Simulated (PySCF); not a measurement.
# ZrCNOF3 (SMILES O=C=[N][Zr]([F])([F])[F]): levels of theory compared

Wanted: a comparison of 6 runs (HF/3-21G, HF/def2-SVPD, PBE/def2-SVP, PBE0/def2-SVP, M06-2X/def2-SVPD, MP2/def2-SVPD) of ZrCNOF3. Input form: a Python script.

Program for the calculation: PySCF 2.14.0.

1 further run of the same task is left out (set aside as unsound or not needed).

## Step 1: The system as given

The species is ZrCNOF3 (7 atoms), meant as a singlet with charge 0. SMILES: `O=C=[N][Zr]([F])([F])[F]`. The shape is that of a PBE0-D4/def2-TZVP optimisation.

Bond lengths: O1–C2 1.161 Å, C2–N3 1.204 Å, N3–Zr4 2.026 Å, Zr4–F5 1.892 Å, Zr4–F6 1.892 Å, Zr4–F7 1.892 Å. Angles: O1–C2–N3 180.0°, C2–N3–Zr4 179.9°, N3–Zr4–F5 109.7°, N3–Zr4–F6 109.7°, N3–Zr4–F7 109.7°, F5–Zr4–F6 109.2°, F5–Zr4–F7 109.2°, F6–Zr4–F7 109.2°.

## Step 2: Energy and forces at HF/3-21G (run 1)

Contents of input.py:

```python
from pyscf import gto

molecule = gto.M(
    atom='''
O     -2.711568    -5.308808     1.740249
C     -1.753666    -3.433632     1.124576
N     -0.760048    -1.488348     0.485660
Zr     0.911604     1.784846    -0.584870
F      4.459376     1.347942    -0.690317
F     -0.256814     2.729898    -3.829908
F      0.111116     4.368102     1.754800
''',
    verbose=4,
    basis='3-21g',
    unit='bohr',
    spin=0,
    max_memory=1860,
)

calc0 = molecule.RHF()
calc0.conv_tol = 1e-10
calc0.kernel()
if not calc0.converged:
    calc0 = calc0.newton().run(calc0.mo_coeff, calc0.mo_occ)

energy = calc0.e_tot
print('Final energy', energy)
grad = calc0.nuc_grad_method().kernel()
dip = calc0.dip_moment()
pop, q = calc0.mulliken_pop()
```

On the command line:

```console
$ OMP_NUM_THREADS=1 python input.py
```

Log:

```text
PySCF version 2.14.0

[... 63 lines left out ...]
converged SCF energy = -3985.35923095835
Final energy -3985.35923095835
[... 13 lines left out ...]
Dipole moment(X, Y, Z, Debye):  0.19557,  0.38310, -0.12548
[... 98 lines left out ...]
charge of    6F =     -0.50984
```

Run time: 9.6 s. Hardware: 1 thread of Intel Xeon at 2.50GHz (Skylake/Cascade Lake), shared host; peak memory 0.18 GiB.

## Step 3: Energy and gradient at HF/def2-SVPD (core potential) (run 2)

Contents of job.py:

```python
# O=C=[N][Zr]([F])([F])[F]
from pyscf import gto, scf

system = gto.M(
    atom=[
    ('O', (-1.434900, -2.809300, 0.920900)),
    ('C', (-0.928000, -1.817000, 0.595100)),
    ('N', (-0.402200, -0.787600, 0.257000)),
    ('Zr', (0.482400, 0.944500, -0.309500)),
    ('F', (2.359800, 0.713300, -0.365300)),
    ('F', (-0.135900, 1.444600, -2.026700)),
    ('F', (0.058800, 2.311500, 0.928600)),
],
    basis='def2-svpd',
    spin=0,
    max_memory=1860,
    ecp={'Zr': 'def2-svp'},
    verbose=4,
)

mf = scf.RHF(system)
mf.conv_tol = 1e-10
mf.kernel()
if not mf.converged:
    mf = mf.newton().run(mf.mo_coeff, mf.mo_occ)

etot = mf.e_tot
print('E = %.10f Eh' % etot)
grad = mf.nuc_grad_method().kernel()
mf.analyze()
```

On the command line:

```console
$ OMP_NUM_THREADS=1 python job.py
```

Log:

```text
PySCF version 2.14.0

[... 84 lines left out ...]
Two-electron Energy =                  512.550230808129072
[... 22 lines left out ...]
MO #19  energy= -0.699755538972828 occ= 2
[... 20 lines left out ...]
MO #40  energy= 0.132430138722811  occ= 0
[... 20 lines left out ...]
MO #61  energy= 0.363407517500778  occ= 0
[... 20 lines left out ...]
MO #82  energy= 0.716902128554198  occ= 0
[... 20 lines left out ...]
MO #103 energy= 1.06550952075357   occ= 0
[... 20 lines left out ...]
MO #124 energy= 1.8098721522653    occ= 0
[... 20 lines left out ...]
MO #145 energy= 3.17840344277387   occ= 0
[... 20 lines left out ...]
MO #166 energy= 33.9582274290245   occ= 0
[... 176 lines left out ...]
Dipole moment(X, Y, Z, Debye):  0.20437,  0.40031, -0.13184
```

Wall time 2.1 min (1 thread of Intel Xeon at 2.50GHz (Skylake/Cascade Lake), shared host); peak memory 0.84 GiB.

Runs 3 to 4 aren't shown in full; the table further down has their settings and results.

## Step 4: Energy and gradient at M06-2X/def2-SVPD (core potential) (run 5)

Contents of job.py:

```python
import pyscf.grad
from pyscf import gto, dft

mol = gto.M(
    atom=[
    ('O', (-1.434900, -2.809300, 0.920900)),
    ('C', (-0.928000, -1.817000, 0.595100)),
    ('N', (-0.402200, -0.787600, 0.257000)),
    ('Zr', (0.482400, 0.944500, -0.309500)),
    ('F', (2.359800, 0.713300, -0.365300)),
    ('F', (-0.135900, 1.444600, -2.026700)),
    ('F', (0.058800, 2.311500, 0.928600)),
],
    verbose=3,
    basis='def2-svpd',
    spin=0,
    ecp={'Zr': 'def2-svp'},
    max_memory=1860,
)

mf = dft.RKS(mol)
mf.xc = 'm06-2x'
mf.conv_tol = 1e-10
mf.grids.level = 5
mf.kernel()
if not mf.converged:
    mf = mf.newton().run(mf.mo_coeff, mf.mo_occ)

energy = mf.e_tot
print('Final energy', energy)
grad = mf.Gradients().kernel()
mf.analyze()
```

On the command line:

```console
$ OMP_NUM_THREADS=1 python job.py
```

Log:

```text
converged SCF energy = -514.384088261929
[... 17 lines left out ...]
MO #6   energy= -10.7234561877426  occ= 2
[... 19 lines left out ...]
MO #26  energy= -0.527154773566576 occ= 2
[... 19 lines left out ...]
MO #46  energy= 0.125155174913467  occ= 0
[... 19 lines left out ...]
MO #66  energy= 0.346593335455068  occ= 0
[... 19 lines left out ...]
MO #86  energy= 0.653611150987139  occ= 0
[... 19 lines left out ...]
MO #106 energy= 1.03619257832992   occ= 0
[... 19 lines left out ...]
MO #126 energy= 1.65056443188211   occ= 0
[... 19 lines left out ...]
MO #146 energy= 2.88834639785673   occ= 0
[... 19 lines left out ...]
MO #166 energy= 33.5512560310757   occ= 0
[... 8 lines left out ...]
Dipole moment(X, Y, Z, Debye):  0.17099,  0.33509, -0.11046
```

It took 4.9 min on 1 thread of Intel Xeon at 2.50GHz (Skylake/Cascade Lake), shared host; peak memory 2.1 GiB.

## Step 5: Energy and gradient at MP2/def2-SVPD (core potential) (run 6)

Contents of calc.py:

```python
# O=C=[N][Zr]([F])([F])[F]
from pyscf import gto, scf, mp

molecule = gto.M(
    atom=[
    ('O', (-1.434900, -2.809300, 0.920900)),
    ('C', (-0.928000, -1.817000, 0.595100)),
    ('N', (-0.402200, -0.787600, 0.257000)),
    ('Zr', (0.482400, 0.944500, -0.309500)),
    ('F', (2.359800, 0.713300, -0.365300)),
    ('F', (-0.135900, 1.444600, -2.026700)),
    ('F', (0.058800, 2.311500, 0.928600)),
],
    basis='def2-svpd',
    verbose=3,
    ecp={'Zr': 'def2-svp'},
    max_memory=1860,
)

calc0 = scf.RHF(molecule)
calc0.conv_tol = 1e-10
calc0.kernel()
if not calc0.converged:
    calc0 = calc0.newton().run(calc0.mo_coeff, calc0.mo_occ)

pt = mp.MP2(calc0, frozen=6).run()
e_final = pt.e_tot
print('E(%s) = %.9f' % ('MP2', e_final))
grad = pt.nuc_grad_method().kernel()
dip = calc0.dip_moment()
pop, q = calc0.mulliken_pop()
```

On the command line:

```console
$ OMP_NUM_THREADS=1 python calc.py
```

Log:

```text
converged SCF energy = -512.013517938228
[... 13 lines left out ...]
Dipole moment(X, Y, Z, Debye):  0.20437,  0.40031, -0.13184
[... 174 lines left out ...]
charge of    6F =     -0.72239
```

Run time: 4.5 min. Hardware: 1 thread of Intel Xeon at 2.50GHz (Skylake/Cascade Lake), shared host; peak memory 1.9 GiB.

## Step 6: The series

```
run                              level  core potential  integration grid   energy (Eh)  dipole moment (D) of the reference  HOMO energy (eV)  LUMO energy (eV)  wall time
  1                           HF/3-21G               –                 –  -3985.359231                                0.45            -12.37              1.27      9.6 s
  2      HF/def2-SVPD (core potential)        def2-svp                 –   -512.013518                                0.47            -12.94              1.08    2.1 min
  3      PBE/def2-SVP (core potential)        def2-svp                 5   -514.196106                                0.30             -7.78             -2.45       76 s
  4     PBE0/def2-SVP (core potential)        def2-svp                 5   -514.149357                                0.31             -9.29             -1.71    2.1 min
  5  M06-2X/def2-SVPD (core potential)        def2-svp                 5   -514.384088                                0.39            -10.84             -1.07    4.9 min
  6     MP2/def2-SVPD (core potential)        def2-svp                 –   -513.346148                                0.47            -12.94              1.08    4.5 min
```

## Step 7: Outcome

| quantity | value |
| --- | --- |
| run 6: total energy | -513.34615 Eh |
| run 6: dipole moment (Hartree–Fock density) | 0.47 D |
| run 6: HOMO energy (Hartree–Fock orbitals) | -12.94 eV |
| run 6: LUMO energy (Hartree–Fock orbitals) | 1.08 eV |
| run 6: HOMO–LUMO gap (Hartree–Fock orbitals) | 14.02 eV |
| run 6: correlation energy (6 core orbitals frozen) | -1332.6 mEh |
| run 6: largest force on an atom | 1.775 eV/Å |

What this shows: Over runs 1, 2, 3, 4, 5 the dipole moment (its size) runs from 0.30 D (PBE/def2-SVP) to 0.47 D (HF/def2-SVPD). The two ends differ in method and basis. Over runs 1, 2, 3, 4, 5 the HOMO–LUMO gap runs from 5.33 eV (PBE/def2-SVP) to 14.02 eV (HF/def2-SVPD). Totals of different functionals can't be ranked against each other. Some runs of one species differ in core potentials or relativity; totals across that change don't compare. In run 1 relativity is left out where basis or elements ask for it. All runs together took 15 min, the longest 4.9 min.
